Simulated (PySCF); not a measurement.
# [OsO2F2]2+: other functionals and bases at one geometry

Aim: see how levels, charges and forces of [OsO2F2]2+ depend on the level of theory. It is a constructed species; whether it can be made isn't addressed.

Program: PySCF 2.14.0. Level of theory: several levels, as the steps say, no spin–orbit coupling. These are calculated values, not measurements.

2 further runs of the same task are left out: 2 for a known fault of the program.

## Step 1: Where the work starts

5 atoms, charge 2, spin multiplicity 1.

Bond lengths: Os1–O2 1.668 Å, Os1–O3 1.668 Å, Os1–F4 1.791 Å, Os1–F5 1.791 Å. Angles: O2–Os1–O3 105.1°, O2–Os1–F4 108.1°, O2–Os1–F5 108.1°, O3–Os1–F4 108.1°, O3–Os1–F5 108.1°, F4–Os1–F5 118.5°.

As a file:

```xyz
5
F2O2Os
Os    0.0000    0.0000   -0.0525
O     0.9361    0.9361    0.9623
O    -0.9361   -0.9361    0.9623
F     1.0883   -1.0883   -0.9687
F    -1.0883    1.0883   -0.9687
```

Formal oxidation states: Os +8. An earlier session relaxed this geometry at PBE, Os def2-SVP with ECP60, O def2-SVP, F def2-SVP (singlet, point group C2v).

At PBE on the finer grid: E = -439.313417 Eh, HOMO -23.96 eV, LUMO -20.70 eV, Mulliken charge on Os1 +1.71 e, largest force component 0.009 eV/Å. 

Levels to run: BP86; BLYP; CAM-B3LYP; TPSS; PBE, TZVP; PBE, x2c-SVP. Hardware: 2 threads of Arm Neoverse V1, shared host.

## Step 2: BP86

File run.py (the lines that set the calculation):

```python
mol = gto.M(atom='''
Os     0.00000     0.00000    -0.05254
O      0.93612     0.93612     0.96229
O     -0.93612    -0.93612     0.96229
F      1.08829    -1.08829    -0.96867
F     -1.08829     1.08829    -0.96867''',
    basis={'Os': 'def2-SVP', 'O': 'def2-SVP', 'F': 'def2-SVP'},
    ecp={'Os': 'def2-SVP'},
    charge=2, spin=0)
mf = dft.RKS(mol, xc='B88,P86')
mf.grids.atom_grid = (75, 302)
mf = mf.density_fit()  # fitting sets: Os def2-universal-JKFIT, O def2-universal-JKFIT, F def2-universal-JKFIT
mf.conv_tol = 1e-08; mf.max_cycle = 55
mf.kernel(dm0)  # dm0: the density of the relaxed state
```

The run is started by

```bash
$ OMP_NUM_THREADS=2 python run.py
```

## Step 3: BLYP

Changes to run.py (the lines that set the calculation) since step 2:

```diff
@@ -9,3 +9,3 @@
     charge=2, spin=0)
-mf = dft.RKS(mol, xc='B88,P86')
+mf = dft.RKS(mol, xc='BLYP')
 mf.grids.atom_grid = (75, 302)
```

## Step 4: CAM-B3LYP

Changes to run.py (the lines that set the calculation) since step 3:

```diff
@@ -9,3 +9,3 @@
     charge=2, spin=0)
-mf = dft.RKS(mol, xc='BLYP')
+mf = dft.RKS(mol, xc='CAMB3LYP')
 mf.grids.atom_grid = (75, 302)
```

## Step 5: TPSS

Changes to run.py (the lines that set the calculation) since step 4:

```diff
@@ -9,3 +9,3 @@
     charge=2, spin=0)
-mf = dft.RKS(mol, xc='CAMB3LYP')
+mf = dft.RKS(mol, xc='TPSS')
 mf.grids.atom_grid = (75, 302)
```

## Step 6: PBE, TZVP

Basis: Os def2-TZVP with ECP60, O def2-TZVP, F def2-TZVP. 

File run.py (the lines that set the calculation):

```python
mol = gto.M(atom='''
Os     0.00000     0.00000    -0.05254
O      0.93612     0.93612     0.96229
O     -0.93612    -0.93612     0.96229
F      1.08829    -1.08829    -0.96867
F     -1.08829     1.08829    -0.96867''',
    basis={'Os': 'def2-TZVP', 'O': 'def2-TZVP', 'F': 'def2-TZVP'},
    ecp={'Os': 'def2-TZVP'},
    charge=2, spin=0)
mf = dft.RKS(mol, xc='PBE')
mf.grids.atom_grid = (75, 302)
mf = mf.density_fit()  # fitting sets: Os def2-universal-JKFIT, O def2-universal-JKFIT, F def2-universal-JKFIT
mf.conv_tol = 1e-08; mf.max_cycle = 55
mf.kernel(dm0)  # dm0: free metal ions and neutral atoms
```

## Step 7: PBE, x2c-SVP

Basis: Os x2c-SVPall, O x2c-SVPall, F x2c-SVPall. All electrons are treated, with the spin-free X2C Hamiltonian.

File run.py (the lines that set the calculation):

```python
mol = gto.M(atom='''
Os     0.00000     0.00000    -0.05254
O      0.93612     0.93612     0.96229
O     -0.93612    -0.93612     0.96229
F      1.08829    -1.08829    -0.96867
F     -1.08829     1.08829    -0.96867''',
    basis={'Os': 'x2c-SVPall', 'O': 'x2c-SVPall', 'F': 'x2c-SVPall'},
    nucmod='G',
    charge=2, spin=0)
mf = dft.RKS(mol, xc='PBE')
mf.grids.atom_grid = (99, 590)
mf = mf.density_fit()  # fitting sets: Os AutoAux, O AutoAux, F AutoAux
mf = mf.sfx2c1e()
mf.conv_tol = 1e-08; mf.max_cycle = 55
mf.kernel(dm0)  # dm0: free metal ions and neutral atoms
```

Before running it: what results should come out? Wanted: for each run, HOMO; gap; charge on Os1; dipole; largest force.

The runs gave:

| level | state | HOMO (eV) | gap (eV) | charge on Os1 (e) | dipole (D) | largest force (eV/Å) | basis functions | time |
| --- | --- | --- | --- | --- | --- | --- | --- | --- |
| PBE (relaxed here) | singlet | -23.96 | 3.26 | 1.71 | 0.15 | 0.01 | 88 | 7.5 s |
| BP86 | singlet | -24.10 | 3.26 | 1.72 | 0.16 | 0.13 | 88 | 3.7 s |
| BLYP | singlet | -23.83 | 3.23 | 1.71 | 0.15 | 0.45 | 88 | 3.8 s |
| CAM-B3LYP | singlet | -27.19 | 7.87 | 1.85 | 0.38 | 1.76 | 88 | 4.6 s |
| TPSS | singlet | -24.10 | 3.36 | 1.81 | 0.16 | 0.05 | 88 | 5.6 s |
| PBE, TZVP | singlet | -23.73 | 3.26 | 1.78 | 0.21 | 0.31 | 164 | 10 s |
| PBE, x2c-SVP | singlet | -24.16 | 3.15 | 1.63 | 0.26 | 0.49 | 122 | 23 s |

Times are on 2 threads of Arm Neoverse V1, shared host; the first row also made further properties. The dipole of a charged species depends on the origin, so these sizes hold for this origin alone.

In one basis the HOMO–LUMO gap runs from 3.23 eV (BLYP) to 7.87 eV (CAM-B3LYP). The largest leftover force, 1.76 eV/Å with CAM-B3LYP, stands at a geometry relaxed at another level. The Mulliken charge on Os spans +1.63 to +1.85 e over the levels. Total energies of different levels can't be compared. Spin–orbit coupling is left out throughout.
